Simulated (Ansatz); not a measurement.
# AlBrH₂O: search for a transition state

Wanted: the transition state of a 1,1-elimination (form Br2–H3 and break Al1–Br2, Al1–H3). The guess is relaxed with those distances held, a saddle search follows, and vibrations and two downhill relaxations check it.

Computed with Ansatz 0.2.0, Gaussian basis. Level: PBE0-D4, def2-SVP first, then def2-TZVP.

21 further runs of the same task are left out: 21 set aside as unsound or not needed.

### Step 1. The starting structure

The guess: 5 atoms, charge 0, spin multiplicity 1.

Atoms are counted from 1 here; the program's logs count them from 0.

Bond lengths: Al1–Br2 2.819 Å, Al1–O4 1.644 Å, O4–H5 0.948 Å. Angles: Br2–Al1–O4 176.4°, Al1–O4–H5 177.3°.

As a file:

```csv
atom,x (Å),y (Å),z (Å)
Al1,-0.22800,-0.17500,-0.08940
Br2,1.58100,-1.80480,-1.50900
H3,1.76220,-0.32930,-0.17170
O4,-1.27290,0.84570,0.66490
H5,-1.84230,1.46340,1.10510
```

Distances that are to change: Br2–H3 2.00 Å, Al1–Br2 2.82 Å, Al1–H3 2.00 Å.

### Step 2. Relaxing the guess with the reacting distances held

Contents of hold/in.yaml:

```yaml
crystal:
  periodic: [false, false, false]
  atoms:
    - {symbol: Al, position_ang: [-0.228000, -0.175000, -0.089400]}
    - {symbol: Br, position_ang: [1.581000, -1.804800, -1.509000]}
    - {symbol: H, position_ang: [1.762200, -0.329300, -0.171700]}
    - {symbol: O, position_ang: [-1.272900, 0.845700, 0.664900]}
    - {symbol: H, position_ang: [-1.842300, 1.463400, 1.105100]}
basis:
  gaussian: {orbitals: def2-SVP}
hamiltonian: {xc: pbe0, dispersion: d4}
relax: {f_tol: 0.08, max_steps: 120, escape_saddle: false, constraints: [{distance: [1, 2]}, {distance: [0, 1]}, {distance: [0, 2]}]}
```

No record of the launch command was kept for these runs.

The runs that follow: A starting Hessian; Saddle search in the small basis; Saddle search in triple zeta; Checking the order of the point; Relaxing after a step of 0.30 Å one way along the mode; Relaxing after a step of 0.30 Å the other way along the mode.

**Question.** What will these runs give? Wanted: imaginary mode; barrier from the start side; barrier from the end side; energy of the step; pairs that change; zero-point energy at the saddle.

**Answer**, as computed:

| quantity | value |
| --- | --- |
| imaginary mode | 834i cm⁻¹ |
| barrier from the start side | 269.2 kJ/mol |
| barrier from the end side | 54.8 kJ/mol |
| energy of the step | +214.4 kJ/mol |
| pairs that change | Br2–H3 formed, Al1–Br2 broken, Al1–H3 broken |
| zero-point energy at the saddle | 0.490 eV |

In words: One imaginary mode, 834i cm⁻¹, makes this a first-order saddle. It joins the planned start and end. At PBE0-D4/def2-TZVP the electronic barrier is 269.2 kJ/mol, about 109 kT at 298 K, and the step runs 214.4 kJ/mol uphill. These are plain relaxations, not an intrinsic reaction coordinate. Lower complexes than these ends may exist.
